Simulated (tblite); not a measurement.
# C3H10O2SeSi2: the cost of one run

Programs: tblite 0.8.0 and PySCF 2.14.0, with density-fitted response routines of our own. Each step states its level of theory. These are calculated values for one molecule in the gas phase, unless marked as measured. Atoms are numbered from 0 throughout.

### Step 1. Starting geometry

18 atoms, charge 0, multiplicity 1; geometry from: force field or distance geometry start.

Bonds of the start (Å): C0–C1 1.31, C1–C2 1.51, C2–O3 1.38, O3–Si4 1.71, C2–O5 1.38, O5–Si6 1.72, Si6–Se7 2.31, C0–H8 1.09, C0–H9 1.09, C1–H10 1.09, C2–H11 1.10, Si4–H12 1.47, Si4–H13 1.46, Si4–H14 1.49, Si6–H15 1.46, Si6–H16 1.47, Se7–H17 1.55.

### Step 2. Geometry optimisation with GFN2-xTB

What the job is given:

```
{"job": {"kind": "relax", "xc": "GFN2-xTB", "basis": "xTB"}, "charge": 0, "multiplicity": 1}
C     -0.844900     2.615600     0.205800
C     -0.018300     1.624800     0.449400
C     -0.111400     0.286000    -0.244300
O     -1.464500     0.082800    -0.445400
Si    -2.134300    -1.256100     0.378600
O      0.630500     0.399900    -1.402900
Si     1.988300    -0.646900    -1.213500
Se     2.422100    -1.024600     1.024800
H     -0.753400     3.571800     0.731400
H     -1.626600     2.428400    -0.530200
H      0.786200     1.714500     1.184500
H      0.384900    -0.439600     0.421600
H     -1.561700    -1.470200     1.717700
H     -2.140500    -2.497200    -0.387500
H     -3.564100    -0.913600     0.608700
H      1.757900    -1.939600    -1.854700
H      3.226500    -0.080100    -1.775600
H      3.014400    -2.449700     1.119900
```

Launch:

```
OMP_NUM_THREADS=1 python probes_run.py task.json out
```

This one command runs all jobs of the session in turn.

Q: Estimate the wall time of this first job on 1 thread of Arm Neoverse N1, shared host.

About 2.6 s.
